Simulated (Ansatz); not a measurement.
# ClH10N2OSi3: the cost of one run

Program: Ansatz 0.2.0, Gaussian basis. Level of theory: PBE0-D4, def2-SVP first, then def2-TZVP. These are calculated values, not measurements.

153 further runs of the same task are left out: 1 that didn't finish, 152 set aside as unsound or not needed.

### 1 The starting structure

The guess: 17 atoms, charge 0, spin multiplicity 2.

Atoms are counted from 1 here; the program's logs count them from 0.

Bond lengths: Si1–N2 1.953 Å, Si1–N4 1.725 Å, Si1–Cl6 2.144 Å, Si1–O8 1.910 Å, N2–Si3 1.740 Å, N2–H9 1.011 Å, Si3–H10 1.469 Å, Si3–H11 1.460 Å, Si3–H12 1.466 Å, N4–Si5 1.738 Å, N4–H13 1.005 Å, Si5–H14 1.471 Å, Si5–H15 1.465 Å, Si5–H16 1.461 Å, H7–O8 1.137 Å, O8–H17 0.961 Å. Angles: N2–Si1–N4 99.8°, N2–Si1–Cl6 155.2°, N2–Si1–O8 73.7°, N4–Si1–Cl6 101.5°, N4–Si1–O8 102.8°, Cl6–Si1–O8 89.2°, Si1–N2–Si3 127.7°, Si1–N2–H9 111.6°, Si3–N2–H9 112.9°, N2–Si3–H10 112.1°, N2–Si3–H11 106.4°, N2–Si3–H12 105.3°, H10–Si3–H11 111.1°, H10–Si3–H12 110.2°, H11–Si3–H12 111.4°, Si1–N4–Si5 129.9°, Si1–N4–H13 113.6°, Si5–N4–H13 115.1° and more.

Coordinates:

```xyz
17
ClH10N2OSi3
Si   -0.7218   -1.2313    0.1486
N    -0.2970   -0.5420   -1.6289
Si   -0.1578    1.1217   -2.1206
N    -0.7811    0.2499    1.0306
Si    0.1611    0.7745    2.3941
Cl   -0.6916   -2.6734    1.7351
H     0.8877   -1.0795   -1.1208
O     1.1529   -1.5016   -0.0985
H    -0.6644   -1.1388   -2.3579
H    -1.4381    1.8349   -2.0256
H     0.8475    1.7268   -1.2512
H     0.2963    1.0777   -3.5138
H    -1.2978    0.9749    0.5645
H     1.5671    0.9890    2.0173
H    -0.4648    2.0384    2.7921
H     0.0761   -0.2382    3.4431
H     1.5259   -2.3831   -0.0082
```

Distances that are to change: Si1–O8 1.91 Å, N2–H7 1.40 Å, Si1–N2 1.95 Å, H7–O8 1.14 Å.

### 2 Constrained relaxation of the guess

Contents of hold/in.yaml:

```yaml
crystal:
  periodic: [false, false, false]
  atoms:
    - {symbol: Si, position_ang: [-0.721800, -1.231300, 0.148600]}
    - {symbol: N, position_ang: [-0.297000, -0.542000, -1.628900]}
    - {symbol: Si, position_ang: [-0.157800, 1.121700, -2.120600]}
    - {symbol: N, position_ang: [-0.781100, 0.249900, 1.030600]}
    - {symbol: Si, position_ang: [0.161100, 0.774500, 2.394100]}
    - {symbol: Cl, position_ang: [-0.691600, -2.673400, 1.735100]}
    - {symbol: H, position_ang: [0.887700, -1.079500, -1.120800]}
    - {symbol: O, position_ang: [1.152900, -1.501600, -0.098500]}
    - {symbol: H, position_ang: [-0.664400, -1.138800, -2.357900]}
    - {symbol: H, position_ang: [-1.438100, 1.834900, -2.025600]}
    - {symbol: H, position_ang: [0.847500, 1.726800, -1.251200]}
    - {symbol: H, position_ang: [0.296300, 1.077700, -3.513800]}
    - {symbol: H, position_ang: [-1.297800, 0.974900, 0.564500]}
    - {symbol: H, position_ang: [1.567100, 0.989000, 2.017300]}
    - {symbol: H, position_ang: [-0.464800, 2.038400, 2.792100]}
    - {symbol: H, position_ang: [0.076100, -0.238200, 3.443100]}
    - {symbol: H, position_ang: [1.525900, -2.383100, -0.008200]}
basis:
  gaussian: {orbitals: def2-SVP}
magnetization: {spin_polarized: true, initial_magnetization: 1}
hamiltonian: {xc: pbe0, dispersion: d4}
relax: {f_tol: 0.04, max_steps: 150, escape_saddle: false, constraints: [{distance: [0, 7]}, {distance: [1, 6]}, {distance: [0, 1]}, {distance: [6, 7]}]}
```

Launch:

```bash
$ ansatz run in.yaml --threads 4 --pin off --events-out ev --progress --plain --max-ram 66560MiB --backend cuda --devices 0, --max-vram 37GiB
```

**Question.** How long does this run take on 1 × a share of an NVIDIA H100 with 4 threads of AMD EPYC 7R13, shared host?

About 46 s.
